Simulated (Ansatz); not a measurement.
## Ni, space group P6_3/mmc: a convergence test of the k-point mesh

Program: Ansatz 0.2.0, Python API.

`kconv_ni.py`
```python
import ansatz as az
import numpy as np
from tabulate import tabulate


def main() -> None:
    vectors = np.array([
        [2.448023, 0.0, 0.0],
        [-1.224011, 2.12005, 0.0],
        [0.0, 0.0, 4.072808],
    ])
    system = (
        az.Lattice.of(vectors)
        .atom("Ni", (1 / 3, 2 / 3, 0.25))
        .atom("Ni", (2 / 3, 1 / 3, 0.75))
        .moments(Ni=1.5)
    )

    job = (
        system.calculation()
        .functional("lda")
        .pseudopotentials("paw")
        .basis(450)
        .occupations("fermi_dirac")
        .spin(az.SpinTreatment.COLLINEAR)
        .forces()
        .stress()
    )

    rows = []
    for value in [(3, 3, 2), (5, 5, 3), (6, 6, 4), (8, 8, 5), (10, 10, 6), (13, 13, 7)]:
        report = job.kpoints(mesh=value).run(threads=1, pin="off").report
        rows.append((value, report["free_energy_ev"] / len(report["lattice"]["sites"]), report["n_iterations"], sum(report["stress_gpa"][i][i] for i in range(3)) / 3, max(abs(f) for row in report["forces_ev_ang"] for f in row), report["magnetization_mub"], report["n_kpoints"]))

    print(tabulate(rows, headers=["mesh", "F/atom (eV)", "iterations", "P (GPa)", "max component (eV/A)", "moment (muB)", "k-points"], floatfmt=".4f", tablefmt="grid"))

    for row in rows[:-1]:
        shift = 1000 * (row[1] - rows[-1][1])
        print(f"{row[0]}: {shift:+.2f} meV/atom" + ("  (within 5 meV)" if abs(shift) < 5 else ""))


if __name__ == "__main__":
    main()
```

```console
$ python kconv_ni.py
+-------------+---------------+--------------+-----------+------------------------+----------------+------------+
| mesh        |   F/atom (eV) |   iterations |   P (GPa) |   max component (eV/A) |   moment (muB) |   k-points |
+=============+===============+==============+===========+========================+================+============+
| (3, 3, 2)   |    -5773.2165 |           12 |   -3.8172 |                 0.0000 |         2.3509 |          6 |
+-------------+---------------+--------------+-----------+------------------------+----------------+------------+
| (5, 5, 3)   |    -5773.3248 |           11 |   -9.1717 |                 0.0000 |         1.5862 |         10 |
+-------------+---------------+--------------+-----------+------------------------+----------------+------------+
| (6, 6, 4)   |    -5773.3773 |           10 |  -10.8645 |                 0.0000 |         1.2293 |         21 |
+-------------+---------------+--------------+-----------+------------------------+----------------+------------+
| (8, 8, 5)   |    -5773.3677 |            9 |  -10.3062 |                 0.0000 |         1.3044 |         30 |
+-------------+---------------+--------------+-----------+------------------------+----------------+------------+
| (10, 10, 6) |    -5773.3666 |           10 |  -10.4217 |                 0.0000 |         1.2872 |         56 |
+-------------+---------------+--------------+-----------+------------------------+----------------+------------+
| (13, 13, 7) |    -5773.3660 |           11 |  -10.6142 |                 0.0000 |         1.2084 |         84 |
+-------------+---------------+--------------+-----------+------------------------+----------------+------------+
(3, 3, 2): +149.55 meV/atom
(5, 5, 3): +41.19 meV/atom
(6, 6, 4): -11.35 meV/atom
(8, 8, 5): -1.72 meV/atom  (within 5 meV)
(10, 10, 6): -0.58 meV/atom  (within 5 meV)
```

From 8×8×5 on it stays within 5 meV an atom of the value at 13×13×7; the first row (3×3×2) is off by 149.5 meV and the last but one by 0.58 meV. This holds for F at a smearing of 0.1 eV; a narrower one needs a denser mesh. It goes up and down, since the sum over k-points isn't variational. The pressure moves from -3.82 to -10.61 GPa.

Reading the output:
- The magnetic order follows from the starting moments and needn't be the lowest.
- The overall sign of a collinear moment is arbitrary, and semilocal functionals can give small moments to compounds that are paramagnetic.
- Forces vanish by symmetry here and test nothing.
- Pressure is positive in compression.
- At these settings the cell as given stands under about -11 GPa, so it isn't at this functional's equilibrium volume.
- This isn't the structure that Ni takes at ambient conditions.
- Shifts are counted from the finest mesh, which is itself no proven limit.
- Processor time in the engine: 14 s on 1 thread of Intel(R) Xeon(R) Processor @ 2.30GHz, on a shared host, peak memory 0.55 GiB.
